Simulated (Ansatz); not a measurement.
# F2H2HfO2: the cost of one run

Method: RKS PBE/def2-SVP, in Ansatz 0.2.0.

## 1. Starting point

Bond lengths: Hf1–O2 2.070 Å, O2–H3 1.010 Å, Hf1–F4 1.980 Å, Hf1–O5 2.069 Å, O5–H6 1.010 Å, Hf1–F7 1.979 Å. Angles: Hf1–O2–H3 109.5°, O2–Hf1–F4 109.4°, O2–Hf1–O5 109.5°, O2–Hf1–F7 109.5°, F4–Hf1–O5 109.5°, F4–Hf1–F7 109.5°, O5–Hf1–F7 109.5°, Hf1–O5–H6 109.5°.

Coordinates:

```xyz
7

Hf    0.0000    0.0000    0.0000
O     0.0000    0.0000    2.0700
H    -0.9095   -0.2814    2.4071
F     1.8671    0.0000   -0.6593
O    -0.9750    1.6891   -0.6893
H    -1.9328    1.4584   -0.9117
F    -0.9326   -1.6157   -0.6593
```

## 2. Relaxing the start

input.yaml

```yaml
crystal:
  periodic: [false, false, false]
  atoms:
    - { symbol: Hf, position_ang: [0.0, 0.0, 0.0] }
    - { symbol: O, position_ang: [0.0, 0.0, 2.07] }
    - { symbol: H, position_ang: [-0.9095, -0.2814, 2.4071] }
    - { symbol: F, position_ang: [1.8671, 0.0, -0.6593] }
    - { symbol: O, position_ang: [-0.975, 1.6891, -0.6893] }
    - { symbol: H, position_ang: [-1.9328, 1.4584, -0.9117] }
    - { symbol: F, position_ang: [-0.9326, -1.6157, -0.6593] }
basis:
  gaussian: { orbitals: def2-SVP }
hamiltonian:
  xc: pbe
relax:
  f_tol: 0.02
  max_steps: 40
output:
  orbitals: {}
```

Started as:

```
> ansatz run input.yaml --threads 1 --pin off --max-ram 2048MiB --backend cpu --events-out ev --progress --plain --runs-dir out
```

Q: Estimate wall time and peak memory on 1 thread of Arm Neoverse V2, shared host.

About 43 s, with a peak of 0.18 GiB.
